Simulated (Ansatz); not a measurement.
# Cd3Ir, space group Pm-3m: a projected density of states

Program: Ansatz's Python interface.

Contents of `cd3ir.xyz`:
```text
4
Lattice="4.216704 0.0 0.0 0.0 4.216704 0.0 0.0 0.0 4.216704" Properties=species:S:1:pos:R:3 pbc="T T T"
Cd    0.00000000    2.10835200    2.10835200
Cd    2.10835200    0.00000000    2.10835200
Cd    2.10835200    2.10835200    0.00000000
Ir    0.00000000    0.00000000    0.00000000
```

Notebook, run cell by cell (the value of a cell's last expression is shown):

In [1]:
```python
import ansatz as az
import numpy as np
```

In [2]:
```python
system = az.Crystal.from_extxyz('cd3ir.xyz')
```

In [3]:
```python
system.resolved().tree()['lattice']
```
Out [3]:
```text
((4.216704, 0.0, 0.0), (0.0, 4.216704, 0.0), (0.0, 0.0, 4.216704))
```

In [4]:
```python
calculation = (
    system.calculation()
    .functional('r2scan')
    .basis(450, density_ratio=6)
    .kpoints(3, 3, 3)
    .occupations(az.OccupationsMethod.COLD)
    .scf(tolerance=1e-06, algorithm='density_mixing')
    .scf(extra_bands=14)
    .density_of_states(projected=True, energy_step=0.1)
)
done = calculation.run(threads=1)
report = done.report
```
```text
DeckWarning: basis.ecutwfc = 450 eV is below the records' recommended 500 eV, and the density's cutoff is lower with it unless basis.ecutrho_ratio is high enough to keep the records' density cutoff: compare with a run at a higher cutoff
```

In [5]:
```python
report['mixing_algorithm'], report['preconditioner'], report['eigensolver']
```
Out [5]:
```text
('MSR1', 'Kerker', 'band_cg')
```

In [6]:
```python
report['kpoints_frac'][:4]
```
Out [6]:
```text
[[0.0, 0.0, 0.0], [0.0, 0.0, 0.3333333333333333], [0.0, 0.3333333333333333, 0.3333333333333333],
 [0.3333333333333333, 0.3333333333333333, 0.3333333333333333]]
```

In [7]:
```python
dos = done.density_of_states()
energy = np.asarray(dos.energies_ev) - dos.fermi_ev
curves = {}
for site in done.projected_density_of_states().sites:
    for shell in site.shells:
        weight = sum(np.sum(curve.g_bin_mean_per_ev, axis=0) for curve in shell.curves)
        name = f'{site.species} {shell.label}'
        curves[name] = curves.get(name, 0) + weight
```

In [8]:
```python
step = energy[1] - energy[0]
windows = [(-6, -3), (-3, 0), (0, 6)]
print('states by shell in windows of E - E_F (eV):', windows)
for name, g in curves.items():
    print(f'{name:8s}', ' '.join(f'{step * g[(energy >= a) & (energy < b)].sum():8.3f}' for a, b in windows))
filled = (energy < 0) & (energy > -6)
for name, g in curves.items():
    if g[filled].sum() * step > 0.5:
        print(f'centre of {name}: {np.average(energy[filled], weights=g[filled]):.2f} eV')
```
```text
states by shell in windows of E - E_F (eV): [(-6, -3), (-3, 0), (0, 6)]
Cd 4S       0.000    0.001    0.006
Cd 5S       1.369    0.784    1.946
Cd 4P       0.008    0.005    0.001
Cd 4D       0.160    0.228    0.081
Ir 5S       0.000    0.000    0.002
Ir 6S       0.505    0.255    0.671
Ir 5P       0.003    0.002    0.001
Ir 5D       0.979    7.226    1.341
centre of Cd 5S: -3.18 eV
centre of Ir 6S: -2.94 eV
centre of Ir 5D: -1.89 eV
```

Caveats:
- These settings explore the input space; cutoff and mesh may be short of convergence.
- The cutoff lies under the one recommended for these potentials.
- For a metal this mesh is far too coarse, so the numbers only illustrate the procedure.
- Spin-orbit coupling, which matters for elements this heavy, is left out.
- The structure comes from a database of computed cells and needn't be a stable or known phase.
- Warnings are shown shortened and without file and line.
- Curves are summed over the cell's atoms. Only shells that the potentials hold have channels, so projections don't add up to the total, least of all where a shell is missing (p of most metals); heights and places of peaks move with the mesh.
- The density of states is complete only as far up as bands were computed.
- A band centre counts only the states inside the window taken.
- The whole script took 3.6 s on 1 thread of Arm Neoverse V1, on a shared host, peak memory 0.51 GiB.
